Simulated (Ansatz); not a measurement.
# CH₃GaS: geometry and vibrations

Aim: relax CH₃GaS from a cheap starting geometry, then compute its harmonic vibrations to see whether it is a minimum and to get the zero-point energy and entropy, and look at its orbitals and charge.

Program: Ansatz 0.2.0, Gaussian basis. Level of theory: RKS PBE0-D4/def2-TZVP. These are calculated values, not measurements.

The runs, in order: relaxation at PBE0-D4/def2-TZVP; harmonic vibrations at the same level; a single point in def2-TZVPP for the fields.

**1. The starting structure**

SMILES `[CH2]1[S][GaH]1`, 6 atoms, charge 0, spin multiplicity 1.

Atoms are counted from 1 here; the program's logs count them from 0.

Bond lengths: C1–S2 2.009 Å, C1–Ga3 1.981 Å, C1–H4 1.088 Å, C1–H5 1.088 Å, S2–Ga3 2.171 Å, Ga3–H6 1.561 Å. Angles: S2–C1–Ga3 65.9°, S2–C1–H4 107.1°, S2–C1–H5 107.1°, Ga3–C1–H4 124.2°, Ga3–C1–H5 124.2°, H4–C1–H5 111.0°, C1–S2–Ga3 56.4°, C1–Ga3–S2 57.7°, C1–Ga3–H6 151.3°, S2–Ga3–H6 151.0°.

As a file:

```
atom    x (Å)    y (Å)    z (Å)
  C1  -0.4176   0.0806  -0.7195
  S2   0.6158  -1.5525  -0.1709
 Ga3   0.4515   0.2327   1.0540
  H4  -1.4496  -0.2304  -0.8704
  H5   0.0213   0.4388  -1.6487
  H6   0.7788   1.0307   2.3554
```

The start is a GFN2-xTB geometry.

**2. Geometry optimisation, PBE0-D4/def2-TZVP**

File in.yaml:

```yaml
crystal:
  periodic: [false, false, false]
  atoms:
    - {symbol: C, position_ang: [-0.417640, 0.080650, -0.719480]}
    - {symbol: S, position_ang: [0.615750, -1.552450, -0.170900]}
    - {symbol: Ga, position_ang: [0.451480, 0.232710, 1.054040]}
    - {symbol: H, position_ang: [-1.449600, -0.230400, -0.870360]}
    - {symbol: H, position_ang: [0.021250, 0.438830, -1.648680]}
    - {symbol: H, position_ang: [0.778760, 1.030660, 2.355380]}
basis:
  gaussian: {orbitals: def2-TZVP}
hamiltonian: {xc: pbe0, dispersion: d4}
relax: {f_tol: 0.005, max_steps: 150}
```

On the command line:

```console
> ansatz run in.yaml --threads 2 --pin off --events-out ev --progress --plain --max-ram 4352MiB
```

The runs that follow: Harmonic vibrations; Orbitals, density and potential.

Q: Predict the results of all the runs planned. Wanted: point group; shift from the start; total energy; dispersion term; dipole moment; lowest, highest wavenumber; zero-point energy; HOMO, LUMO.

The runs gave:

| quantity | value |
| --- | --- |
| point group | Cs |
| steps | 7 |
| shift from the start (rms) | 0.072 Å |
| total energy | -64287.6177 eV |
| dispersion term | -108 meV |
| dipole moment | 2.58 D |
| lowest, highest wavenumber | 377, 3204 cm⁻¹ |
| zero-point energy | 90.0 kJ/mol |
| entropy at 298.15 K | 288.5 J/(mol K) |
| HOMO, LUMO | -6.73, -1.45 eV |

What this shows: The relaxed geometry lies 0.07 Å (rms) from the start; the bond that changed most is C1–S2, from 2.009 to 1.885 Å. No mode is imaginary: a true minimum at this level. The stiffest mode, 3204 cm⁻¹, is a C–H stretch. Harmonic hybrid wavenumbers usually lie a few per cent above measured fundamentals. The largest Mulliken charge, -0.35 e, sits on C1. The HOMO lies mostly on S2 42 %; C1 23 % and the LUMO on Ga3 57 %; H6 22 %.
